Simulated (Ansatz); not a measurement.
**C₇H₇ radical: up Jacob's ladder to CCSD(T)**

How much do the methods differ for C₇H₇ radical? The plan is to run it at one geometry with functionals of several rungs and with coupled cluster, and see how far each lands from CCSD(T) at the basis-set limit for the atomisation energy.

Program: Ansatz 0.2.0, Gaussian basis. Level of theory: functionals in def2-TZVPP, the program's frozen cores in correlated methods. These are calculated values, not measurements.

The runs, in order: LDA (SPW92), PBE-D4, revPBE-D4, BLYP-D4, r2SCAN-D4, B97M-V, PBE0-D4, B3LYP-D4, r2SCANh-D4, r2SCAN0-D4, HSE06-D4, BHLYP-D4, CAM-B3LYP-D4, LC-ωPBE, ωB97X-V, ωB97M-V, B2PLYP, PBE-QIDH; CCSD(T)/def2-SVP; CCSD(T)/def2-TZVPP; MP2/def2-QZVPP; extrapolation to the limit; RPA on PBE.

## (1) The relaxed structure

The geometry comes from an earlier relaxation with PBE0-D4 in a triple-zeta def2 set; it is a stationary point, not always the lowest conformer.

SMILES `[CH2]c1ccccc1`, 14 atoms, charge 0, spin multiplicity 2.

Atoms are counted from 1 here; the program's logs count them from 0.

Bond lengths: C1–C2 1.400 Å, C1–H8 1.082 Å, C1–H9 1.082 Å, C2–C3 1.416 Å, C2–C7 1.416 Å, C3–C4 1.377 Å, C3–H10 1.085 Å, C4–C5 1.393 Å, C4–H11 1.084 Å, C5–C6 1.393 Å, C5–H12 1.084 Å, C6–C7 1.377 Å, C6–H13 1.084 Å, C7–H14 1.085 Å. Angles: C2–C1–H8 121.0°, C2–C1–H9 121.0°, H8–C1–H9 118.0°, C1–C2–C3 121.3°, C1–C2–C7 121.3°, C3–C2–C7 117.4°, C2–C3–C4 121.1°, C2–C3–H10 118.7°, C4–C3–H10 120.2°, C3–C4–C5 120.4°, C3–C4–H11 119.7°, C5–C4–H11 119.8°, C4–C5–C6 119.6°, C4–C5–H12 120.2°, C6–C5–H12 120.2°, C5–C6–C7 120.4°, C5–C6–H13 119.8°, C7–C6–H13 119.7° and more.

## (2) LDA

This LDA is Slater exchange with PW92 correlation.

Contents of in.yaml:

```yaml
crystal:
  periodic: [false, false, false]
  atoms:
    - {symbol: C, position_ang: [-0.002145, -1.388164, 1.851363]}
    - {symbol: C, position_ang: [-0.000886, -0.548339, 0.731274]}
    - {symbol: C, position_ang: [0.765999, -0.856428, -0.418920]}
    - {symbol: C, position_ang: [0.763686, -0.026731, -1.518043]}
    - {symbol: C, position_ang: [0.001810, 1.139959, -1.520281]}
    - {symbol: C, position_ang: [-0.761463, 1.465555, -0.400895]}
    - {symbol: C, position_ang: [-0.766406, 0.642957, 0.703542]}
    - {symbol: H, position_ang: [-0.590340, -1.147339, 2.727613]}
    - {symbol: H, position_ang: [0.585073, -2.297407, 1.866608]}
    - {symbol: H, position_ang: [1.360722, -1.763644, -0.421779]}
    - {symbol: H, position_ang: [1.358876, -0.283536, -2.387195]}
    - {symbol: H, position_ang: [0.002894, 1.790004, -2.387130]}
    - {symbol: H, position_ang: [-1.355652, 2.372507, -0.398844]}
    - {symbol: H, position_ang: [-1.362178, 0.900587, 1.572696]}
basis:
  gaussian: {orbitals: def2-TZVPP}
magnetization: {spin_polarized: true, initial_magnetization: 1}
hamiltonian: {xc: lda}
output: {orbitals: {seedname: orbitals}}
```

Run with:

```bash
$ ansatz run in.yaml --threads 2 --pin off --events-out ev --progress --plain --max-ram 32768MiB --backend cuda --devices 0, --max-vram 18GiB
```

Further steps of the session: PBE-D4 (GGA); revPBE-D4 (GGA); BLYP-D4 (GGA); r2SCAN-D4 (meta-GGA); B97M-V (meta-GGA); PBE0-D4 (hybrid); B3LYP-D4 (hybrid); r2SCANh-D4 (hybrid); r2SCAN0-D4 (hybrid); HSE06-D4 (hybrid); BHLYP-D4 (hybrid); CAM-B3LYP-D4 (range-separated); LC-ωPBE (range-separated); ωB97X-V (range-separated); ωB97M-V (range-separated); B2PLYP (double hybrid); PBE-QIDH (double hybrid); CCSD(T) in def2-SVP; CCSD(T) in def2-TZVPP; MP2 in def2-QZVPP; RPA on PBE orbitals.

Q: Predict the results of all the runs planned. Wanted: atomisation energy, CCSD(T)/CBS; farthest beyond LDA; mean size of error, GGA; mean size of error, meta-GGA; mean size of error, hybrid; mean size of error, range-separated; mean size of error, double hybrid; gap, smallest and largest; T1 diagnostic.

As calculated:

| quantity | value |
| --- | --- |
| atomisation energy, CCSD(T)/CBS | 6528.5 kJ/mol |
| functionals within 32.6 kJ/mol (0.5 %) | r2SCAN0-D4, ωB97X-V, B2PLYP |
| farthest beyond LDA | PBE-D4 (+280.6 kJ/mol) |
| mean size of error, GGA | 154.1 kJ/mol |
| mean size of error, meta-GGA | 92.4 kJ/mol |
| mean size of error, hybrid | 100.0 kJ/mol |
| mean size of error, range-separated | 52.5 kJ/mol |
| mean size of error, double hybrid | 37.3 kJ/mol |
| gap, smallest and largest | 0.80 eV (LDA (SPW92)), 8.07 eV (LC-ωPBE) |
| T1 diagnostic | 0.0366 |
| triples share of the correlation energy | 4.9 % |

**Reading.** The LDA atomisation energy is off by 1037.8 kJ/mol (16 %): it overbinds. PBE-D4 is off by +280.6 kJ/mol. Double hybrids carry the basis error of their MP2 part in triple zeta, and no dispersion term here, so their miss is partly the set-up's. By mean error the best rung here is double hybrid (37.3 kJ/mol) and the worst beyond LDA is GGA (154.1 kJ/mol). The gap between the best rungs is small, so their order is not settled. Misses under about 32.6 kJ/mol are within the doubt on the reference itself, which lacks core-valence correlation, relativity and higher excitations. Hartree-Fock recovers 76 % of the binding; the rest is correlation. CCSD(T) in def2-SVP is off by -208.4 kJ/mol, which most functionals beat. The gap grows from 0.8 to 8.1 eV across the functionals, mostly with the share of exact exchange. The UHF reference is spin-contaminated (⟨S²⟩ = 1.31 against 0.75).
